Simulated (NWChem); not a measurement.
# SiSe (SMILES [Si][Se]) at 6 levels

Aim: a comparison of 6 runs (HF/STO-3G, HF/def2-SVP, B3LYP/6-31G, B3LYP/6-31G*, B3LYP/pcseg-2) of SiSe. 

The calculation is run with NWChem 7.3.0.

## Step 1: The molecule

The species is SiSe (2 atoms), meant as a singlet with charge 0. As SMILES, `[Si][Se]`. The shape is that of a PBE0-D4/def2-TZVP optimisation.

Bond lengths: Si1–Se2 2.062 Å.

## Step 2: Energy and gradient at HF/STO-3G (run 1)

Contents of mymol.nw:

```
echo
start mymol
title "SeSi gradient"
memory stack 880 mb heap 220 mb global 1100 mb
charge 0
geometry units angstroms noautosym nocenter noautoz
  Si       0.000000       0.000000       0.031440
  Se       0.000000       0.000000       2.093090
end
basis spherical bse
  * library STO-3G
end
scf
  thresh 1e-08
  maxiter 80
  print medium
end
task scf gradient
```

On the command line:

```sh
$ nwchem mymol.nw > mymol.out
```

Log:

```text
[...]
  functions       =    27
[...]
  wavefunction    = RHF
[...]
         Total SCF energy =  -2659.148017568488
      One-electron energy =  -3971.204266422876
      Two-electron energy =   1189.878201890133
 Nuclear repulsion energy =    122.178046964255
        Time for solution =      0.8s
[...]
                         RHF ENERGY GRADIENTS
    atom               coordinates                        gradient
                 x          y          z           x          y          z
   1 Si      0.000000   0.000000   0.059413    0.000000   0.000000  -0.037479
   2 Se      0.000000   0.000000   3.955367   -0.000000  -0.000000   0.037479
[...]
```

Wall time 1.6 s (1 thread of Intel Xeon Gold 6455B (Sapphire Rapids), shared host); peak memory 0.099 GiB.

## Step 3: Energy and forces at HF/def2-SVP (run 2)

Contents of m1.xyz:

```xyz
2

Si     0.000000     0.000000     0.031440
Se     0.000000     0.000000     2.093090
```

Contents of m1.nw:

```
start m1
memory 2200 mb
charge 0

geometry units angstrom noautosym nocenter noautoz
load format xyz m1.xyz
end

basis "ao basis" spherical bse
* library def2-SVP
end

scf
thresh 1e-08
maxiter 80
print medium
end

task scf gradient
```

On the command line:

```sh
$ nwchem m1.nw > m1.out
```

Log:

```text
[...]
  functions       =    50
[...]
  wavefunction    = RHF
[...]
         Total SCF energy =  -2688.401294236796
      One-electron energy =  -3988.680909968961
      Two-electron energy =   1178.101568767910
 Nuclear repulsion energy =    122.178046964255
        Time for solution =      5.8s
[...]
                         RHF ENERGY GRADIENTS
    atom               coordinates                        gradient
                 x          y          z           x          y          z
   1 Si      0.000000   0.000000   0.059413   -0.000000  -0.000000  -0.009591
   2 Se      0.000000   0.000000   3.955367    0.000000   0.000000   0.009591
[...]
```

Wall time 8.4 s (1 thread of Intel Xeon Gold 6455B (Sapphire Rapids), shared host); peak memory 0.098 GiB.

Runs 3 to 5 aren't shown in full; the table further down has their settings and results.

## Step 4: Energy and forces at B3LYP/pcseg-2 (run 6)

Contents of work.xyz:

```xyz
2
SiSe
Si     0.000000     0.000000     0.031440
Se     0.000000     0.000000     2.093090
```

Contents of run.py:

```python
from ase.io import read
from ase.calculators.nwchem import NWChem

system = read('work.xyz')

calc = NWChem(
    label='work',
    theory='dft',
    memory='2200 mb',
    basis='pcseg-2',
    basispar='spherical bse',
    dft={'xc': 'b3lyp', 'mult': '1', 'grid': 'xfine', 'convergence': 'energy 1e-08', 'iterations': '100', 'mulliken': None},
)
system.calc = calc

forces = system.get_forces()
print("Total energy (eV):", round(system.get_potential_energy(), 6))
print("forces (eV/A):")
for s, f in zip(system.symbols, forces):
    print(f"{s:2s} {f[0]:10.5f} {f[1]:10.5f} {f[2]:10.5f}")
print("dipole (e A):", system.get_dipole_moment().round(4))
```

On the command line:

```sh
$ export ASE_NWCHEM_COMMAND="nwchem PREFIX.nwi > PREFIX.nwo"
$ python run.py
```

Log:

```text
Total energy (eV): -73230.554293
forces (eV/A):
Si    0.00000    0.00000   -0.32535
Se   -0.00000   -0.00000    0.32535
dipole (e A): [-0.      0.     -0.3162]
```

The calculator wrote work.nwi:

```
title "work"

permanent_dir work

scratch_dir work

start work

geometry units angstrom nocenter noautosym noautoz
  Si 0.0000000000000000e+00 0.0000000000000000e+00 3.1440000000000003e-02
  Se 0.0000000000000000e+00 0.0000000000000000e+00 2.0930900000000001e+00
end

memory 2200 mb

basis spherical bse noprint
   * library pcseg-2
end

dft
  xc b3lyp
  mult 1
  grid xfine
  convergence energy 1e-08
  iterations 100
  mulliken
end

task dft gradient
```

work.nwo:

```text
Northwest Computational Chemistry Package (NWChem) 7.3.0
             --------------------------------------------------------

           Job information
           ---------------

    nwchem branch   = 7.3.0
    use scalapack   = T
    input           = work.nwi
    prefix          = work.
    data base       = work/work.db
    status          = startup
    nproc           =        1

           Memory information
           ------------------

    heap     =     72089596 doubles =      550.0 Mbytes
    stack    =     72089601 doubles =      550.0 Mbytes
    global   =    144179200 doubles =     1100.0 Mbytes (distinct from heap & stack)
    total    =    288358397 doubles =     2200.0 Mbytes
    verify   = yes
    hardfail = no

[... 72 lines left out ...]
  convergence criterion.
[... 39 lines left out ...]
          Spatial weights used:  Erf1
[... 81 lines left out ...]
         Total DFT energy =    -2691.173254718674
[... 3 lines left out ...]
 Nuclear repulsion energy =      122.178046964255
[... 615 lines left out ...]
          Convergence on gradient requested:  5.00D-04
[... 26 lines left out ...]
          total energy or number of iterations.
[... 18 lines left out ...]
                            NWChem DFT Gradient Module
                            --------------------------

                                       work

  charge          =   0.00
  wavefunction    = closed shell

                         DFT ENERGY GRADIENTS

    atom               coordinates                        gradient
                 x          y          z           x          y          z
   1 Si      0.000000   0.000000   0.059413   -0.000000  -0.000000   0.006327
   2 Se      0.000000   0.000000   3.955367    0.000000   0.000000  -0.006327

                 ----------------------------------------
                 |  Time  |  1-e(secs)   |  2-e(secs)   |
                 ----------------------------------------
                 |  CPU   |       0.00   |       7.29   |
                 ----------------------------------------
                 |  WALL  |       0.00   |       7.29   |
                 ----------------------------------------

 Task  times  cpu:       35.8s     wall:       35.8s
 Total times  cpu:       35.8s     wall:       35.8s
```

It took 37 s on 1 thread of Intel Xeon Gold 6455B (Sapphire Rapids), shared host; peak memory 0.14 GiB.

## Step 5: The series

| run | level | iteration cap | module | energy (Eh) | dipole moment (D) | HOMO energy (eV) | LUMO energy (eV) | wall time |
| --- | --- | --- | --- | --- | --- | --- | --- | --- |
| 1 | HF/STO-3G | 80 | scf | -2659.148018 | 3.49 | -6.45 | 5.48 | 1.6 s |
| 2 | HF/def2-SVP | 80 | scf | -2688.401294 | 1.87 | -9.93 | 0.68 | 8.4 s |
| 3 | B3LYP/6-31G | 100 | dft | -2690.696262 | 1.40 | -7.56 | -2.73 | 6.9 s |
| 4 | B3LYP/6-31G* (spherical functions) | 100 | dft | -2690.794259 | 1.41 | -7.58 | -2.58 | 9.3 s |
| 5 | B3LYP/6-31G* (Cartesian functions) | 100 | dft | -2690.803650 | 1.40 | -7.58 | -2.58 | 11 s |
| 6 | B3LYP/pcseg-2 | 100 | dft | -2691.173255 | 1.52 | -7.57 | -2.61 | 37 s |

## Step 6: What came out

```
                       quantity           value
            run 6: total energy  -2691.17325 Eh
           run 6: dipole moment          1.52 D
             run 6: HOMO energy        -7.57 eV
             run 6: LUMO energy        -2.61 eV
           run 6: HOMO–LUMO gap         4.96 eV
run 6: largest force on an atom      0.325 eV/Å
```

What this shows: The dipole moment (its size) runs from 1.40 D (B3LYP/6-31G) to 3.49 D (HF/STO-3G). The two ends differ in method and basis. The HOMO–LUMO gap runs from 4.83 eV (B3LYP/6-31G) to 11.93 eV (HF/STO-3G). In run 1 the basis is minimal, so the values are rough. All runs together took 74 s, the longest 37 s.
